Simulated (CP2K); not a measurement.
Crystal: MoSe.

```
Mo Se
1.0
     3.47067    0.00000    0.00000
    -1.73533    3.00569    0.00000
     0.00000    0.00000    4.37280
Mo Se
1 1
Direct
  0.66667 0.33333 0.02544
  0.33333 0.66667 0.11843
```

The cell was built by a generator and needn't be a form met in nature.

Program: CP2K 2026.2. Alike in all runs: task atomic charges; level PBE; no spin polarisation; cell as given; k mesh 9 × 9 × 6; smearing fermi-dirac 0.05 eV.

Task: Order these runs on this cell by their pressure, lowest first.
A. potentials or basis GTH_POTENTIALS Mo GTH-PBE-q14, Se GTH-PBE-q6; SZV-MOLOPT-SR-GTH basis; ADDED_MOS [4]
B. potentials or basis POTENTIAL_UZH Mo GTH-PBE-q14, Se GTH-PBE-q6; ccGRB-D basis; ADDED_MOS [13]
C. potentials or basis GTH_POTENTIALS Mo GTH-PBE-q14, Se GTH-PBE-q6; TZVP-MOLOPT-SR-GTH basis; ADDED_MOS [13]
D. potentials or basis POTENTIAL_UZH Mo GTH-PBE-q14, Se GTH-PBE-q6; DZVP-MOLOPT-PBE-GTH basis; ADDED_MOS [13]

Result: C (72.5 GPa), D (74.3 GPa), B (78.8 GPa), A (92.4 GPa).

Caveats: a pressure of tens of GPa on the cell as given is suspect, and the run, the potentials or the cell itself is likely at fault; this functional lacks dispersion, which binds the layers, so the pressure and a relaxed spacing across them are unreliable; the basis of atomic orbitals isn't converged, which shifts pressures, moduli and gaps; a minimal basis gives rough bond lengths, pressures and levels (some runs).
